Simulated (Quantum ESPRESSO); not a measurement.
Crystal: GaP.

```xyz
2
Lattice="-0.0135 2.6938 2.6938 2.6803 0.0000 2.6803 2.6938 2.6938 -0.0135" Properties=species:S:1:pos:R:3 pbc="T T T"
Ga    0.0000    0.0000    0.0000
P     1.3401    1.3469    1.3401
```

The cell was built by a generator and isn't the measured one.

A run of Quantum ESPRESSO 7.5 on this cell left the log below. Logs are shortened: lines on timing, memory, paths and dates and some standing lists are left out, and cuts for length are marked.

```text
This program is part of the open-source Quantum ESPRESSO suite
     for quantum simulation of materials; please cite
[... 9 lines left out ...]
     --------------------
     sticks:   dense  smooth     PW     G-vecs:    dense   smooth      PW
     Sum        1417    1417    421                35645    35645    5605

     Using Slab Decomposition

     bravais-lattice index     =            0
     lattice parameter (alat)  =       7.1990  a.u.
     unit-cell volume          =     263.8078 (a.u.)^3
     number of atoms/cell      =            2
     number of atomic types    =            2
     number of electrons       =        18.00
     number of Kohn-Sham states=           15
     kinetic-energy cutoff     =     100.0000  Ry
     charge density cutoff     =     400.0000  Ry
     scf convergence threshold =      4.0E-10
     mixing beta               =       0.5000
     number of iterations used =            8  plain     mixing
     energy convergence thresh.=      1.0E-05
     force convergence thresh. =      1.0E-04
     Exchange-correlation= SLA  PW   NOGX NOGC
                           (   1   4   0   0   0   0   0)
     nstep                     =           40

     celldm(1)=   7.199028  celldm(2)=   0.000000  celldm(3)=   0.000000
     celldm(4)=   0.000000  celldm(5)=   0.000000  celldm(6)=   0.000000

     crystal axes: (cart. coord. in units of alat)
               a(1) = (  -0.003536   0.707102   0.707102 )
               a(2) = (   0.703567   0.000000   0.703567 )
               a(3) = (   0.707102   0.707102  -0.003536 )

     reciprocal axes: (cart. coord. in units 2 pi/alat)
               b(1) = ( -0.703593  0.707111  0.703593 )
               b(2) = (  0.710665 -0.707111  0.710665 )
               b(3) = (  0.703593  0.707111 -0.703593 )

     PseudoPot. # 1 for Ga read from file:
     Ga.upf
     Pseudo is Norm-conserving + core correction, Zval = 13.0
     Generated using ONCVPSP code by D. R. Hamann
     Using radial grid of 1858 points,  6 beta functions with:
                l(1) =   0
                l(2) =   0
                l(3) =   1
                l(4) =   1
                l(5) =   2
                l(6) =   2

     PseudoPot. # 2 for P  read from file:
     P.upf
[... 27 lines left out ...]
        k(    4) = (   0.2638475   0.2651667  -0.2638475), wk =   0.0156250
        k(    5) = (  -0.3517966  -0.3535556   0.3517966), wk =   0.0078125
        k(    6) = (   0.0888331  -0.0883889   0.0888331), wk =   0.0156250
[... 87 lines left out ...]
        k(   94) = (  -0.7044771   0.0000000   0.5268110), wk =   0.0156250
        k(   95) = (   0.0000000  -0.7071112   0.0000000), wk =   0.0039062

     Dense  grid:    35645 G-vectors     FFT dimensions: (  45,  45,  45)

     Initial potential from superposition of free atoms

     starting charge      17.9978, renormalised to      18.0000
     Starting wfcs are   13 randomized atomic wfcs +    2 random wfcs

     Self-consistent Calculation

     iteration #  1     ecut=   100.00 Ry     beta= 0.50
     Davidson diagonalization with overlap
     ethr =  1.00E-02,  avg # of iterations =  4.5
[... 564 lines left out ...]
          total   stress  (Ry/bohr**3)                   (kbar)     P=        0.10
   0.00000082  -0.00000000   0.00006542            0.12       -0.00        9.62
  -0.00000000   0.00000045  -0.00000000           -0.00        0.07       -0.00
   0.00006542  -0.00000000   0.00000082            9.62       -0.00        0.12

     BFGS Geometry Optimization
     Energy error            =      2.0E-05 Ry
     Gradient error          =      3.1E-03 Ry/Bohr

     number of scf cycles    =   1
     number of bfgs steps    =   0
[... 554 lines left out ...]
     number of scf cycles    =   2
     number of bfgs steps    =   1

     energy             old  =    -166.6986296712 Ry
     energy             new  =    -166.6986451134 Ry

     CASE: energy            _new < energy            _old

     new trust radius        =       0.0034535932 bohr
     new conv_thr            =            6.2E-12 Ry

ATOMIC_POSITIONS (crystal)
Ga              -0.0006476072        0.0006476072       -0.0006476072
P                0.2506476072        0.2493523928        0.2506476072
[... 559 lines left out ...]
     number of scf cycles    =   3
     number of bfgs steps    =   2

     energy             old  =    -166.6986451134 Ry
     energy             new  =    -166.6986522357 Ry

     CASE: energy            _new < energy            _old

     new trust radius        =       0.0006525929 bohr
     new conv_thr            =            4.0E-12 Ry

ATOMIC_POSITIONS (crystal)
Ga              -0.0007117069        0.0007117069       -0.0007117069
P                0.2507117069        0.2492882931        0.2507117069
[... 530 lines left out ...]
     atom    1 type  1   force =     0.00000000   -0.00000021   -0.00000000
     atom    2 type  2   force =    -0.00000000    0.00000021    0.00000000

     Total force =     0.000000     Total SCF correction =     0.000002
     SCF correction compared to forces is large: reduce conv_thr to get better values

     Computing stress (Cartesian axis) and pressure

          total   stress  (Ry/bohr**3)                   (kbar)     P=       -0.02
   0.00000003  -0.00000000   0.00004818            0.00       -0.00        7.09
  -0.00000000  -0.00000041  -0.00000000           -0.00       -0.06       -0.00
   0.00004818  -0.00000000   0.00000003            7.09       -0.00        0.00

     Energy error            =      1.9E-07 Ry
     Gradient error          =      2.1E-07 Ry/Bohr

     bfgs converged in   4 scf cycles and   3 bfgs steps
     (criteria: energy <  1.0E-05 Ry, force <  1.0E-04 Ry/Bohr)

     End of BFGS Geometry Optimization

     Final energy             =    -166.6986524208 Ry

Begin final coordinates

ATOMIC_POSITIONS (crystal)
Ga              -0.0007117069        0.0007117069       -0.0007117069
P                0.2507117069        0.2492882931        0.2507117069
End final coordinates

=------------------------------------------------------------------------------=
   JOB DONE.
=------------------------------------------------------------------------------=
```

**Question.** Write the input and the command behind it.

**Answer.** Relaxation of the atoms with LDA, no spin polarisation. The files as run (others can give the same):

pw.in
```
&CONTROL
  calculation = 'relax'
  prefix = 'pwscf'
  outdir = './tmp'
  pseudo_dir = './pseudo'
  tprnfor = .true.
  tstress = .true.
  disk_io = 'low'
  nstep = 40
  forc_conv_thr = 0.0001
  etot_conv_thr = 1d-05
/
&SYSTEM
  ibrav = 0
  nat = 2
  ntyp = 2
  ecutwfc = 100
  nbnd = 15
  occupations = 'smearing'
  smearing = 'gaussian'
  degauss = 0.00073499
/
&ELECTRONS
  conv_thr = 4d-10
  electron_maxstep = 120
  mixing_beta = 0.5
/
&IONS
  ion_dynamics = 'bfgs'
/
ATOMIC_SPECIES
Ga    69.7230 Ga.upf
P     30.9738 P.upf
CELL_PARAMETERS angstrom
  -0.0134687500    2.6937500000    2.6937500000
   2.6802812500    0.0000000000    2.6802812500
   2.6937500000    2.6937500000   -0.0134687500
ATOMIC_POSITIONS crystal
Ga     0.0000000000    0.0000000000    0.0000000000
P      0.2500000000    0.2500000000    0.2500000000
K_POINTS automatic
8 8 8 0 0 0
```

Potentials or basis: PseudoDojo 0.4.1 SR LDA standard.
The run is started by
```console
$ OMP_NUM_THREADS=1 pw.x -in pw.in > pw.out
```
